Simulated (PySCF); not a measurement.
**[Tm(SH)4]−: other functionals and bases at one geometry**

An exercise on one series of results from a longer session: the logs are not shown, and one member is left open.

Method: several levels, as the steps say, no spin–orbit coupling; program: PySCF 2.14.0.

1 further run of the same task is left out (for a known fault of the program).

## Starting geometry

9 atoms, charge -1, spin multiplicity 1.

Bond lengths: Tm1–S2 2.616 Å, Tm1–S4 2.616 Å, Tm1–S6 2.616 Å, Tm1–S8 2.616 Å, S2–H3 1.355 Å, S4–H5 1.355 Å, S6–H7 1.356 Å, S8–H9 1.356 Å. Angles: S2–Tm1–S4 108.4°, S2–Tm1–S6 109.9°, S2–Tm1–S8 110.1°, S4–Tm1–S6 110.1°, S4–Tm1–S8 109.9°, S6–Tm1–S8 108.3°, Tm1–S2–H3 89.6°, Tm1–S4–H5 89.6°, Tm1–S6–H7 89.4°, Tm1–S8–H9 89.4°.

Geometry (Å):

```xyz
9
H4S4Tm
Tm    0.0000    0.0000    0.0022
S     1.4364    1.5626    1.5316
H     1.8230    0.4829    2.2541
S    -1.4364   -1.5626    1.5316
H    -1.8230   -0.4829    2.2541
S     1.5641   -1.4323   -1.5289
H     0.4828   -1.8127   -2.2530
S    -1.5641    1.4323   -1.5289
H    -0.4828    1.8127   -2.2530
```

Formal oxidation states: Tm +3. Each metal's 12 4f electrons lie in its core potential, so multiplicities, spins and levels count the valence alone. An earlier session relaxed this geometry at PBE0, Tm lcecp-1-SVP with ECP58, S def2-SVP, H def2-SVP (singlet, point group S4).

At PBE0 on the finer grid: E = -1633.242119 Eh, HOMO -3.04 eV, LUMO 3.18 eV, Mulliken charge on Tm1 +0.55 e, largest force component 0.016 eV/Å. 

Levels to run: TPSS; revPBE; PBE0, TZVP. Hardware: 2 threads of Arm Neoverse V2, shared host.

The first run:

run.py (the lines that set the calculation)

```python
mol = gto.M(atom='''
Tm     0.00000     0.00000     0.00216
S      1.43635     1.56263     1.53162
H      1.82300     0.48287     2.25408
S     -1.43635    -1.56263     1.53162
H     -1.82300    -0.48287     2.25408
S      1.56408    -1.43232    -1.52887
H      0.48284    -1.81270    -2.25299
S     -1.56408     1.43232    -1.52887
H     -0.48284     1.81270    -2.25299''',
    basis={'Tm': 'lcecp-1-SVP', 'S': 'def2-SVP', 'H': 'def2-SVP'},
    ecp={'Tm': 'lcecp-1-SVP'},
    charge=-1, spin=0)
mf = dft.RKS(mol, xc='TPSS')
mf.grids.atom_grid = (75, 302)  # f atoms: unpruned, at least (60, 302)
mf = mf.density_fit()  # fitting sets: Tm AutoAux, S def2-universal-JKFIT, H def2-universal-JKFIT
mf.conv_tol = 1e-08; mf.max_cycle = 55
mf.kernel(dm0)  # dm0: the density of the relaxed state
```

On the command line:

```sh
$ OMP_NUM_THREADS=2 python run.py
```

Among the steps run: TPSS; revPBE; PBE0, TZVP.

One of the session's tables, all rows but one given; the rest of the session is left out.

```
              level  HOMO (eV)  gap (eV)  charge on Tm1 (e)  largest force component (eV/Å)
PBE0 (relaxed here)      -3.04      6.22               0.55                            0.02
               TPSS          ?         ?                  ?                               ?
             revPBE      -1.76      4.40               0.45                            0.35
         PBE0, TZVP      -3.28      6.29               1.15                            0.19
```

**Question.** Estimate the row for TPSS.

As computed: HOMO (eV): -1.96; gap (eV): 4.68; charge on Tm1 (e): 0.52; largest force component (eV/Å): 0.20. In the column «HOMO (eV)» it lies between PBE0 (relaxed here) (-3.04) and revPBE (-1.76).

In one basis the HOMO–LUMO gap runs from 4.40 eV (revPBE) to 6.22 eV (PBE0). The largest leftover force, 0.35 eV/Å with revPBE, stands at a geometry relaxed at another level. With 4f in the core, its levels are missing from HOMO and gap, and its count is fixed, so no charge can pass from the ligands into it. Total energies of different levels can't be compared.
